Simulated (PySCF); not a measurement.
# BeGe: from the state search to spectroscopic constants

An exercise on one series of results from a longer session: the logs are not shown, and one member is left open.

Method: Be 6-31G(d,p), Ge 6-31G(d,p), no relativity; program: PySCF 2.14.0.

1 further run of the same task is left out (it didn't finish).

The first run:

The job is set up so:

```json
{"atoms": "Be, Ge", "charge": "0", "basis": "Be 6-31G(d,p), Ge 6-31G(d,p)", "Hamiltonian": "no relativity", "basis functions": "46", "electrons treated": "36", "masses in u": "9.0122, 73.9212", "levels": "PBE0, PBE, r²SCAN, LDA, r²SCANh, ωB97X, HF, MP2, SCS-MP2, CCSD, CCSD(T)", "grid": "80 radial by 434 angular points", "occupations": "held fixed by the projection of orbital angular momentum", "dissociation limit": "Be + Ge, each in its ground configuration", "starting distance in angstrom": "2.120", "values of 2S to try": "0, 2"}
```

The run is started by

```sh
> OMP_NUM_THREADS=1 python dia.py task.json out
```

Among the steps run: Set-up; First curve: PBE0; Excited determinants; PBE; r²SCAN (meta-GGA); LDA (local density); r²SCANh; ωB97X (range-separated hybrid); ROHF (mean field); MP2 and coupled cluster.

One table of the session follows, with a row left open; its other results are not shown here.

| level | Re (Å) | ωe (cm⁻¹) | De (eV) |
| --- | --- | --- | --- |
| ROHF | 2.254 | 355 | 0.431 |
| ROHF-MP2 | 2.164 | 554 | 1.16 |
| ROHF-SCS-MP2 | 2.186 | 513 | 0.95 |
| ROHF-CCSD | 2.213 | 463 | 0.85 |
| ROHF-CCSD(T) | 2.195 | 496 | 1.02 |
| LDA | 2.142 | 544 | 2.11 |
| PBE | 2.175 | 515 | 1.72 |
| r²SCAN | 2.167 | 522 | 1.76 |
| r²SCANh | ? | ? | ? |
| PBE0 | 2.173 | 511 | 1.53 |
| ωB97X | 2.172 | 488 | 1.22 |

Estimate the missing values for r²SCANh.

**Answer.** Re (Å): 2.169; ωe (cm⁻¹): 519; De (eV): 1.70. In the column «Re (Å)» it lies between r²SCAN (2.167) and ωB97X (2.172).
